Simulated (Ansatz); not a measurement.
# MoO3 (molybdenum trioxide): PBE0/def2-SVPD (core potential)

Aim: the energy change on altering one bond length of MoO3 (molybdenum trioxide) at PBE0/def2-SVPD (core potential), from 2 runs. 

The results are computed with Ansatz 0.2.0.

3 further runs of the same task are left out: 2 that didn't finish, 1 set aside as unsound or not needed.

## 1. The structure to begin with

The species is MoO3 (4 atoms), meant as a singlet with charge 0. As SMILES, `[O]=[Mo](=[O])=[O]`. The coordinates come from a PBE0-D4/def2-TZVP relaxation.

Bond lengths: O1–Mo2 1.692 Å, Mo2–O3 1.692 Å, Mo2–O4 1.692 Å. Angles: O1–Mo2–O3 110.3°, O1–Mo2–O4 110.3°, O3–Mo2–O4 110.3°.

## 2. A single-point energy at PBE0/def2-SVPD (core potential)

The input, molecule.yaml:

```yaml
crystal:
  periodic: [false, false, false]
  atoms:
    - {symbol: O, position_ang: [-0.968000, -0.149800, 1.262500]}
    - {symbol: Mo, position_ang: [-0.138100, -0.336500, -0.200300]}
    - {symbol: O, position_ang: [1.507000, -0.607600, 0.088800]}
    - {symbol: O, position_ang: [-0.345200, 1.033600, -1.171400]}
basis:
  gaussian:
    orbitals: def2-SVPD
hamiltonian:
  xc: pbe0
accuracy: high
output: {orbitals: {seedname: orbitals}}
```

Launch:

```sh
ansatz run molecule.yaml --threads 1 --pin off --max-ram 3480MiB --events-out events.jsonl --progress --plain --runs-dir runs
```

Output:

```text
Warning: RAYON_NUM_THREADS=1 ignored (pool sized by the plan → 1); use --threads N
Functional definition: PBE0
  name "PBE0"
  parameter a = 0.25
  parameter kappa = 0.804
  parameter beta = 0.06672455060314922
  exchange = (1 - a)*pbe_x(kappa = kappa, mu = beta*pi^2/3) + a*exact_x
  correlation = pbe_c(beta = beta)
2048 factors; integrals over basis functions are off by at most 2.4e-9 eV
mean field evaluation 1: about -7963.1439 eV, gradient 1.1e2 eV
mean field evaluation 2: about -7704.0536 eV, gradient 3.5e2 eV
mean field evaluation 4: about -7986.3419 eV, gradient 1.2e1 eV
mean field evaluation 8: about -7986.7699 eV, gradient 1.1e0 eV
mean field evaluation 16: about -7986.7725 eV, gradient 2.6e-4 eV
mean field -7986.77249793 eV, -293.5084756701 hartree, gradient 4.3e-8 eV, S^2 0.000000; 0 other end points of the search recorded, 0 dependent functions left out
reference -7986.77250059 eV, -293.5084757679 hartree; 19, 19 occupied and 84, 84 virtual orbitals, 2048 factors
Total energy: -7986.77250059 eV, -293.5084757679 hartree
```

Wall time 11 s (1 thread of Arm Neoverse V1, shared host); peak memory 0.34 GiB.

## 3. The distorted shape

The input, run.yaml:

```yaml
crystal:
  periodic: [false, false, false]
  atoms:
    - {symbol: O, position_ang: [-2.284080, 0.067080, 1.031220]}
    - {symbol: Mo, position_ang: [-1.454180, -0.119620, -0.431580]}
    - {symbol: O, position_ang: [1.507000, -0.607600, 0.088800]}
    - {symbol: O, position_ang: [-1.661280, 1.250480, -1.402680]}
basis:
  gaussian: {orbitals: def2-SVPD}
hamiltonian: {xc: pbe0}
accuracy: high
output: {orbitals: {seedname: orbitals}}
```

Launch:

```sh
ansatz run run.yaml --threads 1 --pin off --max-ram 3480MiB --events-out events.jsonl --progress --plain --runs-dir runs
```

Output:

```text
Warning: RAYON_NUM_THREADS=1 ignored (pool sized by the plan → 1); use --threads N
Functional definition: PBE0
  name "PBE0"
  parameter a = 0.25
  parameter kappa = 0.804
  parameter beta = 0.06672455060314922
  exchange = (1 - a)*pbe_x(kappa = kappa, mu = beta*pi^2/3) + a*exact_x
  correlation = pbe_c(beta = beta)
2038 factors; integrals over basis functions are off by at most 2.9e-9 eV
mean field evaluation 1: about -7930.7029 eV, gradient 1.3e2 eV
mean field evaluation 2: about -7328.8449 eV, gradient 3.3e2 eV
mean field evaluation 4: about -7744.6590 eV, gradient 1.7e2 eV
mean field evaluation 8: about -7954.6855 eV, gradient 8.3e1 eV
mean field evaluation 16: about -7979.4286 eV, gradient 2.2e-1 eV
mean field evaluation 32: about -7977.8734 eV, gradient 2.1e1 eV
mean field -7979.42879253 eV, -293.2385994743 hartree, gradient 2.9e-8 eV, S^2 0.000000; 4 other end points of the search recorded, 0 dependent functions left out
reference -7979.42879526 eV, -293.2385995747 hartree; 19, 19 occupied and 84, 84 virtual orbitals, 2038 factors
Total energy: -7979.42879526 eV, -293.2385995747 hartree
```

It took 21 s on 1 thread of Arm Neoverse V1, shared host; peak memory 0.35 GiB.

## 4. Outcome

At PBE0/def2-SVPD (core potential):

| quantity | value |
| --- | --- |
| first shape: total energy | -293.50848 Eh |
| first shape: HOMO energy | -9.22 eV |
| first shape: LUMO energy | -4.81 eV |
| first shape: HOMO–LUMO gap | 4.41 eV |
| distorted shape: total energy | -293.23860 Eh |
| distorted shape: HOMO energy | -7.39 eV |
| distorted shape: LUMO energy | -5.81 eV |
| distorted shape: HOMO–LUMO gap | 1.58 eV |
| energy change with the Mo2–O3 bond stretched from 1.692 to 3.046 Å | 7.344 eV |

With the Mo2–O3 bond stretched from 1.692 to 3.046 Å the energy rises by 7.34 eV (169 kcal/mol). The first shape isn't relaxed at this level, so the change isn't measured from a minimum. A restricted reference can't describe the breaking bond well at this length.
